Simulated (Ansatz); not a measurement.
Debugging a comparison of norm-conserving and PAW potentials of LiY3, space group Fm-3m (Ansatz 0.2.0 through its Python package).

Script `nc_paw_liy3.py`:
```python
"""Norm-conserving against PAW potentials for LiY3."""

import ansatz as az
import numpy as np

FILLING = "Fermi-Dirac"
KMESH = (0, 4, 4)


def count_gap(report):
    # lowest empty less highest filled band, counting bands; zero where they overlap
    return max(report.get("gap_by_band_count_ev") or 0.0, 0.0)


def main() -> None:
    liy3 = (
        az.Lattice.from_parameters(5.515224, 5.515224, 5.515224, alpha=60.0, beta=60.0, gamma=60.0)
        .atom("Li", (0.0, 0.0, 0.0))
        .atom("Y", (0.25, 0.25, 0.25))
        .atom("Y", (0.75, 0.75, 0.75))
        .atom("Y", (0.5, 0.5, 0.5))
    )

    model = (
        liy3.calculation()
        .occupations(FILLING)
        .functional(az.Functional.PBE)
        .kpoints(*KMESH)  # sampling of the Brillouin zone
        .stress()
        .forces()  # eV per angstrom
        .band_table()
    )
    variants = {
        "PAW": model.pseudopotentials("paw"),
        "norm-conserving": model.pseudopotentials("nc"),
    }
    # totals differ by the cores that each treatment holds, so compare what does not depend on them
    rows = []
    for label, variant in variants.items():
        report = variant.run(threads=1).report
        levels = np.array(report["eigenvalues_ev"][0]) - report["fermi_energy_ev"]
        print(label, "levels at the first k-point near E_F:", np.round(levels[np.abs(levels) < 5], 3))
        rows.append((label, report["n_electrons"], np.trace(report["stress_gpa"]) / 3, count_gap(report)))
    lines = [",".join(["treatment", "electrons in bands", "P GPa", "gap by band count eV"])] + [",".join(f"{v:.4f}" if isinstance(v, float) else str(v) for v in row) for row in rows]
    print("\n".join(lines))
    with open("nc_paw.csv", "w") as handle:
        handle.write("\n".join(lines) + "\n")


if __name__ == "__main__":
    main()
```

`python nc_paw_liy3.py` gives:
```text
Traceback (most recent call last):
  File "nc_paw_liy3.py", line 51, in <module>
    main()
    ~~~~^^
  File "nc_paw_liy3.py", line 40, in main
    report = variant.run(threads=1).report
             ~~~~~~~~~~~^^^^^^^^^^^
  ...
ansatz.RefusalError: invalid value for `kpoints.mp_grid.grid`: each dimension must be in 1..=255
```
(Library frames cut from the traceback.)

Find the fault and give the corrected script.

The fault: a mesh division is zero. Mended:

```diff
--- before
+++ after
@@ -6,3 +6,3 @@
 FILLING = "Fermi-Dirac"
-KMESH = (0, 4, 4)
+KMESH = (5, 5, 5)
```

The mended script runs so:

`python nc_paw_liy3.py` gives:
```text
DeckWarning: basis.ecutwfc = 420 eV, auto-derived from the records' recommended cutoffs: set by Li (normal level)
PAW levels at the first k-point near E_F: [-4.478 -0.875 -0.875 -0.383 -0.383 -0.383  0.556  0.556  0.556  3.469
  3.469  3.469  4.05 ]
DeckWarning: basis.ecutwfc = 1034.032677 eV, auto-derived from the records' recommended cutoffs: set by Li (normal level)
norm-conserving levels at the first k-point near E_F: [-4.478 -0.875 -0.875 -0.383 -0.383 -0.383  0.556  0.556  0.556  3.469
  3.469  3.469  4.051]
treatment,electrons in bands,P GPa,gap by band count eV
PAW,36.0000,0.0865,0.0000
norm-conserving,36.0000,0.0941,0.0000
```
(Warnings from the package without file and line.)

Notes:
- No spin polarisation was allowed.
- The computed bands are complete only to about 2.8 eV above the Fermi level.
- The mesh is modest for a metal, so energies can be off by several to tens of meV an atom and pressures by half a GPa or more; differences at equal mesh fare better.
- A gap by band count of zero or less means overlapping bands, a metal.
- This cell is a computed structure, which may not be the phase found in nature.
- Levels are Kohn-Sham eigenvalues on this mesh, without spin-orbit coupling.
- Stress is positive in compression.
- It ran for 2.9 s on 1 thread of AMD EPYC 9R45 96-Core Processor (Zen 5) (shared host), peak memory 0.62 GiB.

(Lines on the test bed's own set-up are left out of the output.)
